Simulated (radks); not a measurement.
# Spin polarisation of the 4d shell in Zr

How much does Zr gain by aligning the spins in its 4d shell? The moment is raised step by step from zero.

Method: non-relativistic Kohn-Sham, r2SCAN, spin-polarised, spherical densities, point nucleus. Code: radks (a radial shooting solver on a logarithmic mesh, Libxc functionals) version 1.

### Step 1. The atom as given

- element: zirconium (Z = 40)
- charge: 0
- electrons: 40
- configuration: [Kr] 4d(up 1, down 1) 5s2

A shell typed twice in an input gives spin up, then spin down.

### Step 2. No moment

The run's settings:

```text
Z 40
configuration [Kr] 4d1 4d1 5s2
relativity non-relativistic
functional r2scan,r2scan
spin polarised
nucleus point
```

### Step 3. moment 0.5 in 4d

The run's settings:

```text
Z 40
configuration [Kr] 4d1.25 4d0.75 5s2
relativity non-relativistic
functional r2scan,r2scan
spin polarised
nucleus point
```

### Step 4. moment 1 in 4d

The run's settings:

```text
Z 40
configuration [Kr] 4d1.5 4d0.5 5s2
relativity non-relativistic
functional r2scan,r2scan
spin polarised
nucleus point
```

### Step 5. moment 1.5 in 4d

The run's settings:

```text
Z 40
configuration [Kr] 4d1.75 4d0.25 5s2
relativity non-relativistic
functional r2scan,r2scan
spin polarised
nucleus point
```

### Step 6. moment 2 in 4d

The run's settings:

```text
Z 40
configuration [Kr] 4d2 4d0 5s2
relativity non-relativistic
functional r2scan,r2scan
spin polarised
nucleus point
```

Q: Predict the outcome of this session. Wanted: for each run, moment; E − E(0); ε(4d up); ε(4d down); splitting.

The runs gave:

| moment (μB) | E − E(0) (eV) | ε(4d up) (eV) | ε(4d down) (eV) | splitting (eV) |
| --- | --- | --- | --- | --- |
| 0 | 0.000 | -3.857 | -3.857 | 0.000 |
| 0.5 | -0.053 | -4.060 | -3.635 | 0.425 |
| 1 | -0.212 | -4.245 | -3.394 | 0.851 |
| 1.5 | -0.479 | -4.413 | -3.133 | 1.280 |
| 2 | -0.852 | -4.561 | -2.858 | 1.703 |

In words: At a moment of 2 μB the energy has fallen by 0.85 eV and the 4d levels split by 1.70 eV, 0.851 eV per μB. The Stoner form E = −I m²/4 would give I = 0.852 eV. The energy falls at every step.
